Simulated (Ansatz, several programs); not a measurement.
MgSnSb2, ordered on the zincblende lattice (P-4m2) with 4 atoms a cell, relaxed with r2SCAN in Ansatz (plane waves, PAW): space group P-4m2 (No. 115), tetragonal; a = 4.600 Å, c = 6.555 Å in the conventional setting, 34.68 Å³ an atom. Around Mg lie 4 Sb at 2.80 Å; around Sb lie 2 Mg at 2.80 Å and 2 Sn at 2.85 Å; around Sn lie 4 Sb at 2.85 Å. The cell was then scaled with its shape and fractional coordinates held, which makes it stiffer than a relaxed compression. Spin-unpolarised throughout. Whether this structure exists isn't addressed.

```
V (Å³/atom)  E (meV/atom)
     32.603         18.93
     34.684          0.00
     35.725          2.99
     36.766         12.70
```

Problem. Pass a cubic E = c₀ + c₁u + c₂u² + c₃u³, with u = V − 34.944 Å³, through these points.

Solution. c₀ = 0.05, c₁ = +1.125, c₂ = 3.513, c₃ = -0.1761 (meV and Å³).

Problem. Where is the minimum, and what bulk modulus follows?

Solution. dE/du = 0 at u = -0.158, so V₀ = 34.79 Å³. B = V₀ d²E/dV² = 34.79 × (2c₂ + 6c₃u) = 34.79 × 7.194 = 250 meV/Å³, and 1 meV/Å³ is 0.16022 GPa: 40 GPa. A third-order Birch-Murnaghan fit to all five points gives 34.78 Å³ and 40 GPa.

Problem. Predict the energy and the pressure at the withheld volume, 33.644 Å³.

Solution. With u = -1.300: E ≈ 4.91 meV and P = −dE/dV ≈ +1.43 GPa. The run gives 4.78 meV and, from its stress, +1.41 GPa.
